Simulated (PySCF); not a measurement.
# H8O4Yb (Yb(H2O)43+): the cost of one run

The runs use PySCF 2.14.0; several levels, as the steps say, no spin–orbit coupling.

4 further runs of the same task are left out: 2 for a known fault of the program, 1 that didn't finish, 1 set aside as unsound or not needed.

## Step 1: Starting geometry

13 atoms, charge 3, spin multiplicity 1.

Bond lengths: Yb1–O2 2.230 Å, Yb1–O5 2.230 Å, Yb1–O8 2.230 Å, Yb1–O11 2.230 Å, O2–H3 0.988 Å, O2–H4 0.988 Å, O5–H6 0.988 Å, O5–H7 0.988 Å, O8–H9 0.988 Å, O8–H10 0.988 Å, O11–H12 0.988 Å, O11–H13 0.988 Å. Angles: O2–Yb1–O5 111.0°, O2–Yb1–O8 106.4°, O2–Yb1–O11 111.0°, O5–Yb1–O8 111.0°, O5–Yb1–O11 106.4°, O8–Yb1–O11 111.0°, Yb1–O2–H3 128.4°, Yb1–O2–H4 128.5°, H3–O2–H4 103.2°, Yb1–O5–H6 128.5°, Yb1–O5–H7 128.4°, H6–O5–H7 103.2°, Yb1–O8–H9 128.5°, Yb1–O8–H10 128.4°, H9–O8–H10 103.2°, Yb1–O11–H12 128.4°, Yb1–O11–H13 128.5°, H12–O11–H13 103.2°.

Geometry (Å):

```xyz
13
H8O4Yb
Yb   -0.00003    0.00000    0.00000
O     1.33560    1.29699    1.22766
H     2.14681    1.04084    1.72946
H     1.26292    2.26720    1.39760
O    -1.33565   -1.22767    1.29699
H    -1.26276   -1.39775    2.26725
H    -2.14691   -1.72944    1.04084
O     1.33560   -1.29699   -1.22766
H     1.26292   -2.26720   -1.39760
H     2.14681   -1.04084   -1.72946
O    -1.33565    1.22767   -1.29699
H    -2.14691    1.72944   -1.04084
H    -1.26276    1.39775   -2.26725
```

Formal oxidation states: Yb +3. Each metal's 13 4f electrons lie in its core potential, so multiplicities, spins and levels count the valence alone. An earlier session relaxed this geometry at r2SCAN, Yb lcecp-1-SVP with ECP59, O def2-SVP, H def2-SVP (singlet, point group S4).

At r2SCAN on the finer grid: E = -343.783675 Eh, HOMO -23.17 eV, LUMO -15.69 eV, Mulliken charge on Yb1 +1.69 e, largest force component 0.032 eV/Å. 

Levels to run: TPSSh; HF; M06-L; BLYP; r2SCAN, TZVP. Hardware: 2 threads of Arm Neoverse V1, shared host.

## Step 2: TPSSh

File run.py (the lines that set the calculation):

```python
mol = gto.M(atom='''
Yb    -0.00003     0.00000     0.00000
O      1.33560     1.29699     1.22766
H      2.14681     1.04084     1.72946
H      1.26292     2.26720     1.39760
O     -1.33565    -1.22767     1.29699
H     -1.26276    -1.39775     2.26725
H     -2.14691    -1.72944     1.04084
O      1.33560    -1.29699    -1.22766
H      1.26292    -2.26720    -1.39760
H      2.14681    -1.04084    -1.72946
O     -1.33565     1.22767    -1.29699
H     -2.14691     1.72944    -1.04084
H     -1.26276     1.39775    -2.26725''',
    basis={'Yb': 'lcecp-1-SVP', 'O': 'def2-SVP', 'H': 'def2-SVP'},
    ecp={'Yb': 'lcecp-1-SVP'},
    charge=3, spin=0)
mf = dft.RKS(mol, xc='TPSSH')
mf.grids.atom_grid = (75, 302)  # f atoms: unpruned, at least (60, 302)
mf = mf.density_fit()  # fitting sets: Yb AutoAux, O def2-universal-JKFIT, H def2-universal-JKFIT
mf.conv_tol = 1e-08; mf.max_cycle = 55
mf.kernel(dm0)  # dm0: the density of the relaxed state
```

Run with:

```
> OMP_NUM_THREADS=2 python run.py
```

**Question.** How long does this run take on 2 threads of Arm Neoverse V1, shared host?

About 16 s.
